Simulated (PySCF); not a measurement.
# MnF4−: ligand-field states, part 2 of 2

PySCF 2.14.0. Atoms count from 0. Earlier steps stand in the parts before.

### 5 Ligand-field states: state-averaged CASSCF (bond length × 1.04)

Job settings and geometry (Å):

```
{"job": {"kind": "lf", "basis": {"metal": "x2c-TZVPall", "ligand": "x2c-SVPall"}, "nevpt": true, "reuse": true}, "charge": -1, "metal": "Mn", "open_shell": "d4"}
Mn     0.000000     0.000000     0.000000
F      1.095811     1.095811     1.095811
F     -1.095811    -1.095811     1.095811
F     -1.095811     1.095811    -1.095811
F      1.095811    -1.095811    -1.095811
```

With the program's defaults for keys left out, this is: state-averaged CASSCF of the metal d shell, SC-NEVPT2 on the averaged canonical orbitals, state-interaction spin-orbit coupling.

Standard output:

```text
basis functions 104, electrons 62, active (4e, 5o)
start from the orbitals of the previous structure
stage 1: DIIS on the effective Fock matrix, level shift 0.30
cycle   1  E = -1553.6644491814  dE = -1.554e+03  max|g| = 2.880e+00
cycle   2  E = -1555.0781185050  dE = -1.414e+00  max|g| = 3.294e-01
cycle   3  E = -1555.1071456849  dE = -2.903e-02  max|g| = 1.553e-01
cycle   4  E = -1555.1305011556  dE = -2.336e-02  max|g| = 1.218e-01
cycle   5  E = -1555.1225060217  dE =  7.995e-03  max|g| = 1.040e-01
cycle   6  E = -1555.1351063236  dE = -1.260e-02  max|g| = 6.896e-02
cycle   7  E = -1555.1362882279  dE = -1.182e-03  max|g| = 7.445e-02
cycle   8  E = -1555.1353922378  dE =  8.960e-04  max|g| = 7.540e-02
cycle   9  E = -1555.1383976617  dE = -3.005e-03  max|g| = 6.401e-02
cycle  10  E = -1555.1414686083  dE = -3.071e-03  max|g| = 4.030e-02
cycle  11  E = -1555.1420869234  dE = -6.183e-04  max|g| = 3.343e-02
cycle  12  E = -1555.1414997736  dE =  5.871e-04  max|g| = 3.993e-02
cycle  13  E = -1555.1395551806  dE =  1.945e-03  max|g| = 5.623e-02
cycle  14  E = -1555.1347971412  dE =  4.758e-03  max|g| = 8.388e-02
cycle  15  E = -1555.1245838702  dE =  1.021e-02  max|g| = 1.230e-01
stage 2: quasi-Newton rotations from the point of smallest gradient
cycle  17  E = -1555.1431055571  dE = -1.019e-03  max|g| = 2.493e-02
cycle  18  E = -1555.1435116815  dE = -4.061e-04  max|g| = 4.107e-03
cycle  19  E = -1555.1435228443  dE = -1.116e-05  max|g| = 8.251e-04
cycle  20  E = -1555.1435239180  dE = -1.074e-06  max|g| = 4.107e-04
cycle  21  E = -1555.1435240188  dE = -1.009e-07  max|g| = 9.880e-05
cycle  22  E = -1555.1435240305  dE = -1.167e-08  max|g| = 1.287e-05
cycle  23  E = -1555.1435240308  dE = -2.810e-10  max|g| = 1.935e-06
converged average energy = -1555.1435240308

 mult deg   label        CASSCF/cm-1   NEVPT2/cm-1
   5   3   5T2                 0.0           0.0
   5   2   5E               6032.5        7530.5
   3   3   3T1             17776.2       15142.7
   1   1   1A1             23248.2       17998.4
   3   3   3T2             20130.8       18379.6
   3   3   3T1             22350.3       21034.5
   3   3   3T2             24865.0       22463.3
   3   2   3E              24270.3       23442.1
   3   3   3T1             25542.5       23601.2
   1   3   1T1             27355.6       23973.1
   3   3   3T2             28542.5       26903.2
   3   1   3A2             28824.7       27245.9
   3   3   3T1             28698.6       28199.4
   3   2   3E              29877.2       28891.9
   1   3   1T2             31173.1       29574.1
   1   2   1E              33075.1       30162.3
   1   1   1A1             33971.3       31040.9
   3   3   3T2             35580.3       31319.0
   3   1   3A1             32713.7       31507.5
   1   3   1T1             36073.0       33749.7
   3   3   3T1             34073.3       33837.2
   1   3   1T2             35605.7       34025.6
   1   1   1A2             35905.7       35242.7
   3   2   3E              39282.8       35734.3
   1   3   1T2             40136.7       37759.2
   1   2   1E              39024.9       38223.7
   1   3   1T2             41968.1       38530.7
   1   1   1A1             44122.4       39585.4
   1   2   1E              47053.2       44259.0
   1   1   1A2             49555.9       44563.6
   1   3   1T1             51287.4       46515.4
   1   3   1T2             51552.3       47309.5
   3   1   3A2             57948.2       50769.1
   3   3   3T1             58672.5       51341.4
   3   3   3T2             59621.4       53048.0
   3   3   3T1             61831.0       55255.6
   1   3   1T2             64323.6       56990.2
   1   2   1E              67995.6       61789.6
   1   3   1T1             68581.0       62164.1
   1   1   1A1             70215.3       63940.1
   1   2   1E              87312.5       74874.9
   1   3   1T2             91031.8       79447.2
   1   1   1A1            115470.8       99291.2

spin-orbit levels / cm-1
      0.00  x1  5T2 1.00
     18.86  x3  5T2 1.00
     35.14  x3  5T2 1.00
    254.73  x2  5T2 1.00
    264.70  x3  5T2 1.00
    419.71  x3  5T2 1.00
   7723.40  x1  5E 1.00
   7726.00  x3  5E 1.00
   7728.59  x2  5E 1.00
   7730.81  x3  5E 1.00
   7733.00  x1  5E 1.00
  14918.65  x1  3T1 0.95 1A1 0.04
  15218.88  x3  3T1 1.00
  15439.22  x2  3T1 0.99
  15458.96  x3  3T1 1.00
  18329.34  x1  1A1 0.96 3T1 0.04
  18520.71  x3  3T2 0.99
  18566.78  x2  3T2 0.99
  18581.58  x3  3T2 0.99
  18583.25  x1  3T2 0.99
  21133.50  x3  3T1 0.96
  21174.49  x2  3T1 0.96 3T2 0.04
  21199.39  x3  3T1 0.97
  21242.29  x1  3T1 0.99
  22290.18  x1  3T2 0.99
  22472.52  x3  3T2 0.96
  22825.93  x3  3T2 0.92 3E 0.06
```

Wall time 4.9 s (1 thread of Arm Neoverse V2, shared host); peak memory 0.25 GiB.

Key values:

```tsv
quantity	value
spin-orbit constant ζ	332 cm⁻¹
```

Powder susceptibility:

```tsv
T (K)	χT (cm³ K/mol)	μ(eff)
2	0.250	1.41
20	1.530	3.50
100	2.005	4.00
300	2.543	4.51
```

### 6 Ligand-field states: state-averaged CASSCF (bond length × 1.08)

Job settings and geometry (Å):

```
{"job": {"kind": "lf", "basis": {"metal": "x2c-TZVPall", "ligand": "x2c-SVPall"}, "nevpt": true, "reuse": true}, "charge": -1, "metal": "Mn", "open_shell": "d4"}
Mn     0.000000     0.000000     0.000000
F      1.137957     1.137957     1.137958
F     -1.137957    -1.137957     1.137958
F     -1.137957     1.137957    -1.137958
F      1.137957    -1.137957    -1.137958
```

Method: state-averaged CASSCF of the metal d shell, SC-NEVPT2 on the averaged canonical orbitals, state-interaction spin-orbit coupling.

Standard output:

```text
basis functions 104, electrons 62, active (4e, 5o)
start from the orbitals of the previous structure
stage 1: DIIS on the effective Fock matrix, level shift 0.30
cycle   1  E = -1554.8870930341  dE = -1.555e+03  max|g| = 9.645e-01
cycle   2  E = -1555.1090541521  dE = -2.220e-01  max|g| = 1.169e-01
cycle   3  E = -1555.1084359526  dE =  6.182e-04  max|g| = 8.806e-02
cycle   4  E = -1555.1200886107  dE = -1.165e-02  max|g| = 2.530e-02
cycle   5  E = -1555.1151654624  dE =  4.923e-03  max|g| = 5.870e-02
cycle   6  E = -1555.1118456218  dE =  3.320e-03  max|g| = 7.171e-02
cycle   7  E = -1555.1099317496  dE =  1.914e-03  max|g| = 8.675e-02
cycle   8  E = -1555.1048919710  dE =  5.040e-03  max|g| = 1.104e-01
cycle   9  E = -1555.0837431465  dE =  2.115e-02  max|g| = 1.734e-01
cycle  10  E = -1555.0206731519  dE =  6.307e-02  max|g| = 2.919e-01
cycle  11  E = -1554.8436101045  dE =  1.771e-01  max|g| = 5.317e-01
cycle  12  E = -1554.6504252120  dE =  1.932e-01  max|g| = 7.379e-01
cycle  13  E = -1554.4175182934  dE =  2.329e-01  max|g| = 9.288e-01
cycle  14  E = -1554.1515861171  dE =  2.659e-01  max|g| = 1.093e+00
cycle  15  E = -1553.7479901238  dE =  4.036e-01  max|g| = 1.290e+00
stage 2: quasi-Newton rotations from the point of smallest gradient
cycle  17  E = -1555.1208036808  dE = -7.151e-04  max|g| = 1.116e-02
cycle  18  E = -1555.1209349180  dE = -1.312e-04  max|g| = 3.887e-03
cycle  19  E = -1555.1209620043  dE = -2.709e-05  max|g| = 7.832e-04
cycle  20  E = -1555.1209632220  dE = -1.218e-06  max|g| = 2.122e-04
cycle  21  E = -1555.1209633577  dE = -1.358e-07  max|g| = 1.033e-04
cycle  22  E = -1555.1209633668  dE = -9.064e-09  max|g| = 3.201e-05
cycle  23  E = -1555.1209633678  dE = -9.934e-10  max|g| = 4.293e-06
converged average energy = -1555.1209633678

 mult deg   label        CASSCF/cm-1   NEVPT2/cm-1
   5   3   5T2                 0.0           0.0
   5   2   5E               5223.8        6730.9
   3   3   3T1             18635.4       16103.9
   3   3   3T2             20620.9       19051.6
   1   1   1A1             24992.6       19823.9
   3   3   3T1             22509.5       21217.4
   3   3   3T2             25227.5       22790.3
   3   2   3E              24205.4       23620.9
   3   3   3T1             25486.0       23684.3
   1   3   1T1             28369.9       25042.9
   3   3   3T2             28256.3       26683.4
   3   1   3A2             28371.0       26862.3
   3   3   3T1             28210.3       27634.5
   3   2   3E              29519.3       28383.4
   1   3   1T2             31550.9       30012.1
   1   2   1E              33360.9       30505.9
   3   1   3A1             32050.9       30915.3
   3   3   3T2             35684.5       31321.2
   1   1   1A1             34198.0       31343.7
   3   3   3T1             33045.3       32842.7
   1   3   1T1             35916.3       33625.7
   1   3   1T2             35516.7       34283.2
   1   1   1A2             35637.1       35118.3
   3   2   3E              38799.2       35250.1
   1   3   1T2             39647.3       37527.6
   1   2   1E              38365.8       37648.1
   1   3   1T2             42169.9       38525.3
   1   1   1A1             43499.1       38838.4
   1   2   1E              46710.6       44016.5
   1   1   1A2             49725.6       44689.6
   1   3   1T1             51237.2       46476.7
   1   3   1T2             51280.5       46872.4
   3   1   3A2             58196.7       51080.5
   3   3   3T1             58998.0       51667.7
   3   3   3T2             59646.4       53086.0
   3   3   3T1             61630.0       55090.3
   1   3   1T2             64861.6       57538.7
   1   2   1E              67915.5       61648.0
   1   3   1T1             68508.4       62150.9
   1   1   1A1             69939.2       63793.0
   1   2   1E              88091.8       75728.4
   1   3   1T2             91182.3       79662.9
   1   1   1A1            116019.7       99906.4

spin-orbit levels / cm-1
      0.00  x1  5T2 0.99
     19.94  x3  5T2 1.00
     37.22  x3  5T2 1.00
    261.40  x1  5T2 1.00
    261.41  x1  5T2 1.00
    272.08  x3  5T2 1.00
    430.93  x3  5T2 1.00
   6930.20  x1  5E 1.00
   6933.61  x3  5E 1.00
   6937.01  x2  5E 1.00
   6939.98  x3  5E 1.00
   6942.93  x1  5E 0.99
  15914.29  x1  3T1 0.97
  16184.02  x3  3T1 1.00
  16403.64  x2  3T1 0.99
  16424.24  x3  3T1 1.00
  19182.11  x3  3T2 0.99
  19227.67  x2  3T2 0.99
  19275.89  x3  3T2 0.99
  19295.30  x1  3T2 0.99
  20111.27  x1  1A1 0.96
  21338.28  x3  3T1 0.97
  21360.56  x2  3T1 0.97 3T2 0.03
  21383.64  x3  3T1 0.97
  21444.02  x1  3T1 0.98
  22575.94  x1  3T2 0.99
  22776.14  x3  3T2 0.96
  23155.41  x3  3T2 0.87 3E 0.11
```

It took 4.9 s on 1 thread of Arm Neoverse V2, shared host; peak memory 0.25 GiB.

From this job:

```tsv
quantity	value
spin-orbit constant ζ	336 cm⁻¹
```

Powder susceptibility:

```tsv
T (K)	χT (cm³ K/mol)	μ(eff)
2	0.232	1.36
20	1.480	3.44
100	1.970	3.97
300	2.518	4.49
```

### 7 The runs side by side

From the NEVPT2 states (cm⁻¹; the spread is that of the fitted one-electron ligand-field levels):

```tsv
step	setting	ground state	next state	orbital spread	Racah B	ζ	μ(eff), 300 K
2	as given	5T2	5E at 8561	7439	916	328	4.54
3	bond length × 0.92	5T2	1A1 at 9229	10292	889	316	4.61
4	bond length × 0.96	5T2	5E at 9881	8698	904	323	4.57
5	bond length × 1.04	5T2	5E at 7530	6454	926	332	4.51
6	bond length × 1.08	5T2	5E at 6731	5682	933	336	4.49
```

### 8 Summary of results

This closing draws on all 2 parts.

| quantity | value |
| --- | --- |
| spin-orbit constant ζ (step 2, state-averaged CASSCF) | 328 cm⁻¹ |
| ground multiplicity, μ(eff) at 300 K (step 2, 4 donors at 1.83 Å) | 5, 4.54 μB |
| ground multiplicity, μ(eff) at 300 K (step 3, 4 donors at 1.68 Å) | 5, 4.61 μB |
| ground multiplicity, μ(eff) at 300 K (step 4, 4 donors at 1.75 Å) | 5, 4.57 μB |
| ground multiplicity, μ(eff) at 300 K (step 5, 4 donors at 1.90 Å) | 5, 4.51 μB |
| ground multiplicity, μ(eff) at 300 K (step 6, 4 donors at 1.97 Å) | 5, 4.49 μB |

What this shows: In step 2, χT goes from 0.27 at 2 K to 2.57 cm³ K/mol at 300 K, as higher levels fill or mix in. The spread of the ligand-field levels runs from 5682 cm⁻¹ (bond length × 1.08) to 10292 cm⁻¹ (bond length × 0.92); μ(eff) at 300 K: 4.49 to 4.61 μB.
